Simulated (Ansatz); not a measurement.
**InCo2N2 under changes of volume**

One of the cells (13.003 Å³/atom); the others are scaled copies at fixed shape and fractional positions:

```xyz
5
Lattice="2.7260 -1.5805 0.0000 2.7260 1.5805 0.0000 -1.9523 0.0000 7.5447" Properties=species:S:1:pos:R:3 pbc="T T T"
In    1.7498    0.0000    3.7723
Co    1.6790    0.0000    6.7291
Co    1.8207    0.0000    0.8156
N     3.6370    0.0000    1.1695
N    -0.1374    0.0000    6.3752
```

The cell comes from a database or a generator and needn't be the stable form of this composition.

```yaml
Program: Ansatz 0.2.0
Functional: PBE
Potentials_or_basis: Ansatz PAW
Cutoff: "420 eV (not typed: the program's choice for these potentials)"
k_mesh: 10 × 10 × 4
Occupations: fermi-dirac, width 0.05 eV
Spin: collinear spin, ferromagnetic start
Starting_moments: "[0.0, 2.0, 2.0, 0.0, 0.0] μB"
```

| volume (Å³/atom) | energy over the lowest point (meV/atom) | pressure (GPa) | moment (μB per cell) | largest force (eV/Å) |
| --- | --- | --- | --- | --- |
| 12.222 | 24.90 | 11.0 | 0.40 | 0.567 |
| 12.482 | ? | ? | ? | ? |
| 12.742 | 2.35 | 3.1 | 0.42 | 0.154 |
| 13.003 | 0.00 | -0.2 | 0.43 | 0.116 |
| 13.263 | 2.77 | -3.1 | 0.44 | 0.302 |
| 13.523 | 10.08 | -5.8 | 0.45 | 0.476 |
| 13.783 | 21.48 | -8.2 | 0.45 | 0.636 |

Q: What does the run at 12.482 Å³/atom give?

A: Energy over the lowest point 10.43 meV/atom; pressure 6.9 GPa; moment 0.41 μB per cell; largest force 0.324 eV/Å.

Worked out: A Birch-Murnaghan fit of order 3 (a polynomial in V^(-2/3)) to the other rows has its minimum at 12.99 Å³/atom with B0 = V·E''(V) = 158 GPa and B' = 4.7 at fixed shape and positions, which overstates the stiffness. It gives 10.42 meV/atom at 12.482 Å³/atom, against the run's 10.43, and -dE/dV = 6.9 GPa, against 6.9. A straight line through the other rows of the moment, of slope 0.034 μB per Å³/atom, gives 0.41 μB, against the run's 0.41.

Energies are extrapolated to zero smearing.

Caveats: the starting moments weren't kept (some runs).
